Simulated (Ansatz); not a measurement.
# C₇H₁₂: vertical ionisation energy

One table from this session's results is given with a row withheld; the runs are named, their logs left out.

Method: unrestricted cation, the program's frozen cores in correlated methods; program: Ansatz 0.2.0, Gaussian basis.

Plan: UKS PBE-D4/def2-TZVPP; UKS r2SCAN-D4/def2-TZVPP; UKS PBE0-D4/def2-TZVPP; UKS B3LYP-D4/def2-TZVPP; UKS wB97X-V/def2-TZVPP; UKS wB97M-V/def2-TZVPP; UKS B2PLYP/def2-TZVPP; UHF-CCSD(T)/def2-TZVPP; UHF-MP2/def2-QZVPP; extrapolation to the limit; then −ε(HOMO) from the neutral's earlier runs with LDA (SPW92), PBE-D4, revPBE-D4, BLYP-D4, r2SCAN-D4, B97M-V, PBE0-D4, B3LYP-D4, r2SCANh-D4, r2SCAN0-D4, HSE06-D4, BHLYP-D4, CAM-B3LYP-D4, LC-ωPBE, ωB97X-V, ωB97M-V.

## Structure used throughout

The geometry comes from an earlier relaxation with PBE0-D4 in a triple-zeta def2 set; it is a stationary point, not always the lowest conformer.

SMILES `CC1=C(C)CCC1`, 19 atoms, charge 0, spin multiplicity 1.

Atoms are counted from 1 here; the program's logs count them from 0.

Bond lengths: C1–C2 1.487 Å, C1–H8 1.096 Å, C1–H9 1.095 Å, C1–H10 1.091 Å, C2–C3 1.336 Å, C2–C7 1.505 Å, C3–C4 1.487 Å, C3–C5 1.505 Å, C4–H11 1.095 Å, C4–H12 1.096 Å, C4–H13 1.090 Å, C5–C6 1.533 Å, C5–H14 1.095 Å, C5–H15 1.099 Å, C6–C7 1.533 Å, C6–H16 1.092 Å, C6–H17 1.093 Å, C7–H18 1.099 Å and more. Angles: C2–C1–H8 110.7°, C2–C1–H9 110.9°, C2–C1–H10 112.7°, H8–C1–H9 106.4°, H8–C1–H10 107.9°, H9–C1–H10 108.0°, C1–C2–C3 128.4°, C1–C2–C7 120.3°, C3–C2–C7 111.3°, C2–C3–C4 128.4°, C2–C3–C5 111.3°, C4–C3–C5 120.3°, C3–C4–H11 110.9°, C3–C4–H12 110.7°, C3–C4–H13 112.7°, H11–C4–H12 106.4°, H11–C4–H13 108.0°, H12–C4–H13 107.9° and more.

As a file:

```mol
C7H12
  3D, bonds by distance, orders not assigned

 19 19  0  0  0  0  0  0  0  0999 V2000
    1.9381    0.5173    0.8383 C   0  0
    0.5264    0.2799    0.4370 C   0  0
    0.0663   -0.4376   -0.5920 C   0  0
    0.8424   -1.1917   -1.6114 C   0  0
   -1.4380   -0.4775   -0.6011 C   0  0
   -1.8370    0.6255    0.3853 C   0  0
   -0.6015    0.8271    1.2694 C   0  0
    2.1239    0.1353    1.8486 H   0  0
    2.1613    1.5893    0.8669 H   0  0
    2.6522    0.0429    0.1644 H   0  0
    0.6015   -0.8440   -2.6219 H   0  0
    0.5890   -2.2575   -1.5821 H   0  0
    1.9201   -1.0997   -1.4721 H   0  0
   -1.8561   -0.3209   -1.6011 H   0  0
   -1.7892   -1.4669   -0.2758 H   0  0
   -2.7375    0.3873    0.9542 H   0  0
   -2.0379    1.5469   -0.1675 H   0  0
   -0.6759    0.2694    2.2135 H   0  0
   -0.4480    1.8752    1.5474 H   0  0
  1  2  8  0
  2  3  8  0
  3  4  8  0
  3  5  8  0
  5  6  8  0
  6  7  8  0
  1  8  8  0
  1  9  8  0
  1 10  8  0
  4 11  8  0
  4 12  8  0
  4 13  8  0
  5 14  8  0
  5 15  8  0
  6 16  8  0
  6 17  8  0
  7 18  8  0
  7 19  8  0
  2  7  8  0
M  END
```

The first run:

File in.yaml:

```yaml
crystal:
  periodic: [false, false, false]
  atoms:
    - {symbol: C, position_ang: [1.938112, 0.517255, 0.838311]}
    - {symbol: C, position_ang: [0.526439, 0.279872, 0.437011]}
    - {symbol: C, position_ang: [0.066254, -0.437640, -0.592037]}
    - {symbol: C, position_ang: [0.842431, -1.191711, -1.611432]}
    - {symbol: C, position_ang: [-1.438020, -0.477546, -0.601090]}
    - {symbol: C, position_ang: [-1.836976, 0.625525, 0.385270]}
    - {symbol: C, position_ang: [-0.601463, 0.827084, 1.269402]}
    - {symbol: H, position_ang: [2.123858, 0.135268, 1.848555]}
    - {symbol: H, position_ang: [2.161256, 1.589306, 0.866932]}
    - {symbol: H, position_ang: [2.652234, 0.042884, 0.164369]}
    - {symbol: H, position_ang: [0.601460, -0.844049, -2.621851]}
    - {symbol: H, position_ang: [0.589050, -2.257529, -1.582088]}
    - {symbol: H, position_ang: [1.920074, -1.099748, -1.472097]}
    - {symbol: H, position_ang: [-1.856150, -0.320865, -1.601075]}
    - {symbol: H, position_ang: [-1.789218, -1.466885, -0.275796]}
    - {symbol: H, position_ang: [-2.737513, 0.387283, 0.954181]}
    - {symbol: H, position_ang: [-2.037886, 1.546904, -0.167515]}
    - {symbol: H, position_ang: [-0.675914, 0.269400, 2.213544]}
    - {symbol: H, position_ang: [-0.448029, 1.875195, 1.547395]}
basis:
  gaussian: {orbitals: def2-TZVPP}
total_charge: 1
magnetization: {spin_polarized: true, initial_magnetization: 1}
hamiltonian: {xc: pbe, dispersion: d4}
```

The run is started by

```
$ ansatz run in.yaml --threads 2 --pin off --events-out ev --progress --plain --max-ram 32768MiB --backend cuda --devices 0, --max-vram 18GiB
```

Among the steps run: Cation, UKS PBE-D4/def2-TZVPP; Cation, UKS r2SCAN-D4/def2-TZVPP; Cation, UKS PBE0-D4/def2-TZVPP; Cation, UKS B3LYP-D4/def2-TZVPP; Cation, UKS wB97X-V/def2-TZVPP; Cation, UKS wB97M-V/def2-TZVPP; Cation, UKS B2PLYP (frozen core)/def2-TZVPP; Cation, UHF-CCSD(T)/def2-TZVPP; Cation, UHF-MP2/def2-QZVPP.

One table of the session follows, with a row left open; its other results are not shown here.

It belongs to the step «Ionisation energies side by side». Orbital estimates, from the neutral's runs:

```
  functional  −ε(HOMO) (eV)
 LDA (SPW92)           5.28
      PBE-D4           5.18
   revPBE-D4           5.13
     BLYP-D4           5.05
   r2SCAN-D4           5.32
      B97M-V              ?
     PBE0-D4           6.24
    B3LYP-D4           6.06
  r2SCANh-D4           5.73
  r2SCAN0-D4           6.34
    HSE06-D4           5.85
    BHLYP-D4           7.20
CAM-B3LYP-D4           7.53
     LC-ωPBE           8.84
     ωB97X-V           8.50
     ωB97M-V           8.42
```

Estimate the missing values for B97M-V.

The run gave: −ε(HOMO) (eV): 5.39. In the column «−ε(HOMO) (eV)» it lies between r2SCAN-D4 (5.32) and r2SCANh-D4 (5.73).
